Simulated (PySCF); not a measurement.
Cl2GaH, in a box:

```
Cl Ga H
1.0
    12.00000    0.00000    0.00000
     0.00000   13.00000    0.00000
     0.00000    0.00000   11.00000
Cl Ga H
2 1 1
Direct
  0.37725 0.49802 0.44085
  0.62492 0.38412 0.56533
  0.54770 0.51672 0.48940
  0.61078 0.61911 0.47086
```

Base run:

| Item | Value |
| --- | --- |
| Program | PySCF 2.14.0 |
| Functional | SVWN5 |
| Potentials or basis | def2-svp (all-electron) |
| k mesh | 1 × 1 × 1 |
| Occupations | fixed |
| Spin | no spin polarisation |

Its results: gap between the frontier levels 5.10 eV.

Problem. The run is repeated on the same cell with these changes: functional from SVWN5 to PBE. What comes out?

Solution. Gap between the frontier levels 5.24 eV.

Caveats: this is a molecule in a periodic box at the Γ point, so its band gap is the HOMO-LUMO gap; relativity is left out, which matters for the heavier elements; the basis of atomic orbitals isn't converged, which shifts pressures, moduli and gaps.

